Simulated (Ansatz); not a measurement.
# WF2: the cost of one run

Program: Ansatz 0.2.0. Level of theory: DFT PBE+U, scalar-relativistic, plane waves, PAW. These are calculated values, not measurements.

2 further runs of the same task are left out: 2 that didn't finish.

**1. The system as given**

Symmetry: P4_2/mnm, No. 136, tetragonal system. Conventional cell: a = 4.570 Å, b = 4.570 Å, c = 3.844 Å, α = 90.00°, β = 90.00°, γ = 90.00°. W (site symmetry mmm) is surrounded by 6 F at 2.00 to 2.28 Å. Around F (site symmetry m2m) lie 3 W at 2.00 to 2.28 Å.

Structure file:

```xyz
6
Lattice="4.5698 0.0000 0.0000 0.0000 4.5698 0.0000 0.0000 0.0000 3.8444" Properties=species:S:1:pos:R:3 pbc="T T T"
W     0.0000    0.0000    0.0000
W     2.2849    2.2849    1.9222
F     1.4153    1.4153    0.0000
F     3.1545    3.1545    0.0000
F     3.7002    0.8696    1.9222
F     0.8696    3.7002    1.9222
```

**2. Volume fm: 0.8 V/V0**

input.yaml reads:

```yaml
crystal:
  lattice:
    - [4.5698041278, 0.0, 0.0]
    - [0.0, 4.5698041278, 0.0]
    - [0.0, 0.0, 3.8443839729]
  atoms:
    - { symbol: W, position: [0.0, 0.0, 0.0], spin: 1.0 }
    - { symbol: W, position: [0.5, 0.5, 0.5], spin: 1.0 }
    - { symbol: F, position: [0.3097010678, 0.3097010678, 0.0] }
    - { symbol: F, position: [0.6902989322, 0.6902989322, 0.0] }
    - { symbol: F, position: [0.8097010678, 0.1902989322, 0.5] }
    - { symbol: F, position: [0.1902989322, 0.8097010678, 0.5] }
basis:
  ecutwfc: 420
kpoints:
  mp_grid: { grid: [8, 8, 8] }
hamiltonian:
  xc: pbe
  hubbard: { sites: [{ species: W, l: d, u_eff: 6.2 }] }
scf:
  occupations: { method: gaussian, width: 0.1 }
output:
  forces: true
  stress: true
  eigenvalues: true
  populations: true
magnetization:
  spin_polarized: true
```

Launch:

```
ansatz run input.yaml --threads 1 --pin off --max-ram 2560MiB --backend cpu --events-out ev --progress --plain --runs-dir out
```

Q: Estimate wall time and peak memory on 1 thread of Arm Neoverse V2, shared host.

About 32 s, with a peak of 0.69 GiB.
